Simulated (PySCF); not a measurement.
# GdH2 (Gd(H)2+): the cost of one run

Program: PySCF 2.14.0. Level of theory: several levels, as the steps say, no spin–orbit coupling. These are calculated values, not measurements.

1 further run of the same task is left out (for a known fault of the program).

### Step 1. The starting structure

3 atoms, charge 1, spin multiplicity 1.

Bond lengths: Gd1–H2 1.928 Å, Gd1–H3 1.928 Å. Angles: H2–Gd1–H3 105.2°.

Coordinates:

| atom | x (Å) | y (Å) | z (Å) |
| --- | --- | --- | --- |
| Gd1 | 0.00000 | 0.00000 | -0.18962 |
| H2 | 1.53117 | 0.00000 | 0.98153 |
| H3 | -1.53117 | 0.00000 | 0.98153 |

Formal oxidation states: Gd +3. Each metal's 7 4f electrons lie in its core potential, so multiplicities, spins and levels count the valence alone. An earlier session relaxed this geometry at PBE0, Gd lcecp-1-SVP with ECP53, H def2-SVP (singlet, point group C2v).

At PBE0 on the finer grid: E = -36.764649 Eh, HOMO -12.71 eV, LUMO -7.75 eV, Mulliken charge on Gd1 +1.25 e, largest force component 0.003 eV/Å. 

Levels to run: TPSSh; PBE; PBE0, TZVP. Hardware: 2 threads of Arm Neoverse V1, shared host.

### Step 2. TPSSh

Input file run.py (the lines that set the calculation):

```python
mol = gto.M(atom='''
Gd     0.00000     0.00000    -0.18962
H      1.53117     0.00000     0.98153
H     -1.53117     0.00000     0.98153''',
    basis={'Gd': 'lcecp-1-SVP', 'H': 'def2-SVP'},
    ecp={'Gd': 'lcecp-1-SVP'},
    charge=1, spin=0)
mf = dft.RKS(mol, xc='TPSSH')
mf.grids.atom_grid = (75, 302)  # f atoms: unpruned, at least (60, 302)
mf = mf.density_fit()  # fitting sets: Gd AutoAux, H def2-universal-JKFIT
mf.conv_tol = 1e-08; mf.max_cycle = 55
mf.kernel(dm0)  # dm0: the density of the relaxed state
```

Command:

```sh
$ OMP_NUM_THREADS=2 python run.py
```

**Question.** How long does this run take on 2 threads of Arm Neoverse V1, shared host?

About 1.2 s.
